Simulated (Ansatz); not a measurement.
# C₄H₉BCl₂: basis-set convergence

Aim: see how fast density functionals converge with the basis set for C₄H₉BCl₂.

Computed with Ansatz 0.2.0, Gaussian basis. Level: one geometry, several basis sets.

Levels to be run: PBE0-D4/def2-SVP; ωB97M-V/def2-SVP; PBE0-D4/def2-QZVPP; ωB97M-V/def2-QZVPP; the functionals' def2-TZVPP values are taken from earlier runs.

## 1. Structure used throughout

The geometry comes from an earlier relaxation with PBE0-D4 in a triple-zeta def2 set; it is a stationary point, not always the lowest conformer.

SMILES `CC(C)CB(Cl)Cl`, 16 atoms, charge 0, spin multiplicity 1.

Atoms are counted from 1 here; the program's logs count them from 0.

Bond lengths: C1–C2 1.521 Å, C1–H8 1.093 Å, C1–H9 1.093 Å, C1–H10 1.095 Å, C2–C3 1.522 Å, C2–C4 1.529 Å, C2–H11 1.096 Å, C3–H12 1.093 Å, C3–H13 1.095 Å, C3–H14 1.093 Å, C4–B5 1.556 Å, C4–H15 1.096 Å, C4–H16 1.103 Å, B5–Cl6 1.752 Å, B5–Cl7 1.752 Å. Angles: C2–C1–H8 111.4°, C2–C1–H9 111.1°, C2–C1–H10 110.8°, H8–C1–H9 107.9°, H8–C1–H10 107.7°, H9–C1–H10 107.7°, C1–C2–C3 110.8°, C1–C2–C4 110.9°, C1–C2–H11 108.2°, C3–C2–C4 110.7°, C3–C2–H11 108.1°, C4–C2–H11 108.0°, C2–C3–H12 111.7°, C2–C3–H13 110.6°, C2–C3–H14 111.2°, H12–C3–H13 107.9°, H12–C3–H14 107.7°, H13–C3–H14 107.7° and more.

## 2. PBE0-D4 in def2-SVP

File in.yaml:

```yaml
crystal:
  periodic: [false, false, false]
  atoms:
    - {symbol: C, position_ang: [0.267670, -1.840636, -0.025047]}
    - {symbol: C, position_ang: [0.427301, -0.328118, 0.013513]}
    - {symbol: C, position_ang: [0.606303, 0.233558, -1.389804]}
    - {symbol: C, position_ang: [-0.764996, 0.327502, 0.710300]}
    - {symbol: B, position_ang: [-0.660082, 1.838025, 1.068663]}
    - {symbol: Cl, position_ang: [-2.101533, 2.820778, 1.227584]}
    - {symbol: Cl, position_ang: [0.876651, 2.608002, 1.408681]}
    - {symbol: H, position_ang: [0.175935, -2.258632, 0.980809]}
    - {symbol: H, position_ang: [1.124987, -2.314970, -0.509343]}
    - {symbol: H, position_ang: [-0.628835, -2.122843, -0.586266]}
    - {symbol: H, position_ang: [1.328581, -0.094218, 0.591594]}
    - {symbol: H, position_ang: [0.765331, 1.314817, -1.375361]}
    - {symbol: H, position_ang: [-0.279712, 0.032504, -2.000695]}
    - {symbol: H, position_ang: [1.464574, -0.221055, -1.890138]}
    - {symbol: H, position_ang: [-1.684288, 0.150802, 0.139876]}
    - {symbol: H, position_ang: [-0.940785, -0.168015, 1.679932]}
basis:
  gaussian: {orbitals: def2-SVP}
hamiltonian: {xc: pbe0, dispersion: d4}
output: {orbitals: {seedname: orbitals}}
```

Launch:

```
$ ansatz run in.yaml --threads 2 --pin off --events-out ev --progress --plain --max-ram 22528MiB --backend cpu
```

Further steps of the session: ωB97M-V in def2-SVP; PBE0-D4 in def2-QZVPP; ωB97M-V in def2-QZVPP.

Before running them: what should the planned runs give, taken together? Wanted: PBE0-D4: double and triple zeta above quadruple; ωB97M-V: double and triple zeta above quadruple.

**Answer**, as computed:

| quantity | value |
| --- | --- |
| PBE0-D4: double and triple zeta above quadruple | 14.79, 1.01 eV |
| ωB97M-V: double and triple zeta above quadruple | 14.97, 0.96 eV |

**Reading.** PBE0-D4 gains 13.78 eV from double to triple zeta, then 1.01 eV more. These are total energies; as a rule much of such shifts cancels in differences, which this series doesn't test.
